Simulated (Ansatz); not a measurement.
## CuCl₂, space group P4/mmm: Fermi-surface readings, step by step

With Ansatz's Python interface.

`cucl2.vasp`
```text
CuCl2
1.0
   4.52064800    0.00000000    0.00000000
   0.00000000    4.52064800    0.00000000
   0.00000000    0.00000000    4.31771200
Cu Cl
1 2
Direct
   0.00000000    0.00000000    0.00000000
   0.50000000    0.00000000    0.00000000
   0.00000000    0.50000000    0.00000000
```

Typed at the interpreter:
```pycon
>>> import ansatz as az
>>> from ase.io import read
>>> atoms = read("cucl2.vasp", format="vasp")
>>> structure = az.Crystal.from_ase(atoms)
>>> calculation = (
...     structure.calculation()
...     .functional("r2scan")
...     .basis(56 * az.Ry)
...     .accuracy("low")
...     .kpoints(3)
...     .occupations("Gaussian", width=0.01)
...     .scf(max_iterations=80)
...     .eigenstates(nscf_kmesh=(8, 8, 8), level_slopes=True)
... )
>>> surface = calculation.run(threads=1).fermi_surface().to_plain()

>>> for way, reading in surface.items():
...     if reading:
...         rho_lambda = [f"{v:.3e}" for v in reading["resistivity_times_mean_free_path_ohm_m2"]]
...         print(f"{way:24s} area {reading['spin_summed_area_per_ang2']:8.3f} 1/A^2  rho*lambda (ohm m^2) {rho_lambda}")
...
by_tetrahedra            area   13.119 1/A^2  rho*lambda (ohm m^2) ['1.554e-15', '1.554e-15', '1.710e-12']
by_slopes                area   14.103 1/A^2  rho*lambda (ohm m^2) ['1.446e-15', '1.446e-15', '1.485e-12']
on_every_second_point    area   12.064 1/A^2  rho*lambda (ohm m^2) ['1.708e-15', '1.708e-15', '7.828e-14']
```

The settings weren't tested for convergence. The cell holds an odd number of electrons and is run without spin, so a magnetic state may lie lower. For a metal this mesh is far too coarse, so the numbers only illustrate the procedure. Without a Hubbard U or exact exchange, semilocal functionals often make such 3d compounds metallic or too weakly gapped. This cell is a computed structure, which may not be the phase found in nature. The three readings differ by the mesh error. The whole script took 44 s on 1 thread of Arm Neoverse N1 (shared host), peak memory 0.64 GiB.

(Lines on the test bed's own set-up are left out of the output.)
